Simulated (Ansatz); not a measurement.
# CH₅NSn, SMILES C=[N][SnH3]: vertical and adiabatic energies of changing the electron count

Computed with the Ansatz DFT code, driven from Python.

`adiabatic_ch5nsn.py`
```python
"""How CH5NSn relaxes after losing an electron."""

import itertools
import warnings

import ansatz as az
from ase.data import atomic_numbers, covalent_radii
import numpy as np

warnings.simplefilter("ignore", az.DeckWarning)

geometry_ang = [
    ("C", (-0.995, 0.5253, -1.1869)),
    ("N", (-0.8802, -0.4482, -0.435)),
    ("Sn", (0.6573, -0.5268, 0.8708)),
    ("H", (-1.8052, 0.6036, -1.8925)),
    ("H", (-0.3552, 1.4035, -1.1821)),
    ("H", (0.5786, 0.83, 2.0014)),
    ("H", (2.2247, -0.4244, 0.0051)),
    ("H", (0.667, -2.0201, 1.7635)),
]
system = az.Crystal.molecule()
for symbol, xyz in geometry_ang:
    system = system.atom(symbol, xyz)

calc = system.calculation().basis(gaussian="def2-SVP").functional("PBE")
symbols = [site.symbol for site in system.cartesian_sites]
start = np.array([site.position_ang for site in system.cartesian_sites], dtype=float)
report = calc.relax(force_tolerance=0.01).run().report
end = np.array(report["positions_ang"])

minimum = az.Crystal.molecule()
for symbol, place in zip(symbols, end):
    minimum = minimum.atom(symbol, place.tolist())
ion = (
    minimum.calculation()
    .basis(gaussian="def2-SVP")
    .functional("PBE")
    .charge(1)
    .spin("collinear", total=1)
)
vertical = ion.run().report
settled = ion.relax(force_tolerance=0.01, max_steps=80).run().report
print(f"vertical ionisation energy   {vertical['free_energy_ev'] - report['free_energy_ev']:.3f} eV")
print(f"adiabatic, no zero point     {settled['free_energy_ev'] - report['free_energy_ev']:.3f} eV")
print(f"relaxation energy of the ion {vertical['free_energy_ev'] - settled['free_energy_ev']:.3f} eV")
ionised = np.array(settled["positions_ang"])
# pairs closer than 1.2 times the sum of covalent radii, before or after
radius = [covalent_radii[atomic_numbers[s]] for s in symbols]
span = lambda where, i, j: np.linalg.norm(where[i] - where[j])
bonded = [(i, j) for i, j in itertools.combinations(range(len(symbols)), 2) if min(span(end, i, j), span(ionised, i, j)) < 1.2 * (radius[i] + radius[j])]
print("pair        before    after (A)")
for i, j in bonded:
    print(f"{symbols[i]}{i}-{symbols[j]}{j}".ljust(10), f"{span(end, i, j):8.4f} {span(ionised, i, j):8.4f}")
```

Running `python adiabatic_ch5nsn.py` prints:
```text
vertical ionisation energy   8.708 eV
adiabatic, no zero point     7.895 eV
relaxation energy of the ion 0.813 eV
pair        before    after (A)
C0-N1        1.2744   1.2431
C0-H3        1.1187   1.1220
C0-H4        1.1233   1.1222
N1-Sn2       2.1078   2.2241
Sn2-H5       1.7257   1.7079
Sn2-H6       1.7408   1.7120
Sn2-H7       1.7256   1.7080
```

Caveats:
- The energies are electronic: no zero-point or thermal terms, and the basis set is short of its limit. The product may relax into another structure. Each relaxation finds its nearest minimum, which needn't be the lowest.
- def2 sets replace the cores of elements past krypton by effective core potentials.
- Hardware and time: 110 s on 1 thread of Arm Neoverse V1, with other jobs on the host, peak memory 0.22 GiB.
